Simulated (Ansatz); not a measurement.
H₄SiTe, SMILES [SiH3][TeH], a relaxed scan of one distance

Computed with Ansatz 0.2.0, Python API.

Run as a notebook:

```python
import ansatz as az
import numpy as np
```

```python
GEOMETRY = """
Si   -0.29830   -0.30290   -0.48870
Te   -0.13360    0.79930    1.73680
H     0.32930   -1.54480   -0.51610
H    -1.69460   -0.46870   -0.80640
H     0.24200    0.61830   -1.53680
H     1.59720    0.83480    1.56500
"""
```

```python
mol = az.Crystal.molecule()
for line in GEOMETRY.strip().splitlines():
    symbol, *xyz = line.split()
    mol = mol.atom(symbol, [float(v) for v in xyz])
```

```python
setup = (
    mol.calculation()
    .basis(gaussian="def2-SVP")
    .functional("B3LYP")
)
symbols = [site.symbol for site in mol.cartesian_sites]
pairs = [(0, 1), (0, 2), (0, 3), (0, 4), (1, 5)]
print("held (A)   E (eV)        ", "  ".join(f"{symbols[i]}{i}-{symbols[j]}{j}" for i, j in pairs))
for length in [1.38, 1.5, 1.62, 1.8, 2.02]:
    report = setup.relax(constraints=[az.DistanceConstraint((0, 4), at=length)], force_tolerance=0.02, max_steps=60).run(threads=1, pin="off").report
    xyz = np.array(report["positions_ang"])
    print(f"{length:6.2f} {report['free_energy_ev']:14.5f}  ", "  ".join(f"{np.linalg.norm(xyz[i] - xyz[j]):.3f}" for i, j in pairs))
```

    held (A)   E (eV)         Si0-Te1  Si0-H2  Si0-H3  Si0-H4  Te1-H5
    DeckWarning: relax.constraints: the input's atoms, or those drawn, lie off the distances that are held; a relaxation that starts there is brought onto them ahead of its first SCF, by positions alone, an atom by 5.82e-2 Å at the most. With the symmetry [...]
      1.38   -15236.48195   2.532  1.491  1.491  1.380  1.673
      1.50   -15236.60783   2.530  1.490  1.490  1.500  1.673
      1.62   -15236.48457   2.527  1.489  1.490  1.620  1.672
      1.80   -15236.05610   2.521  1.488  1.488  1.800  1.672
      2.02   -15235.37886   2.514  1.487  1.487  2.020  1.672

Reading the output:
- Total energies depend on the basis set; only differences at equal settings carry meaning.
- Warnings are shown shortened and without file and line.
- The energies are electronic: no zero-point or thermal terms, and the basis set is short of its limit.
- def2 sets replace the cores of elements past krypton by effective core potentials.
- b3lyp holds the VWN-RPA fit, as in Gaussian; the form of ORCA and Turbomole is b3lyp5.
- Timing: 83 s on 1 thread of Arm Neoverse V1 (shared host), peak memory 0.2 GiB.
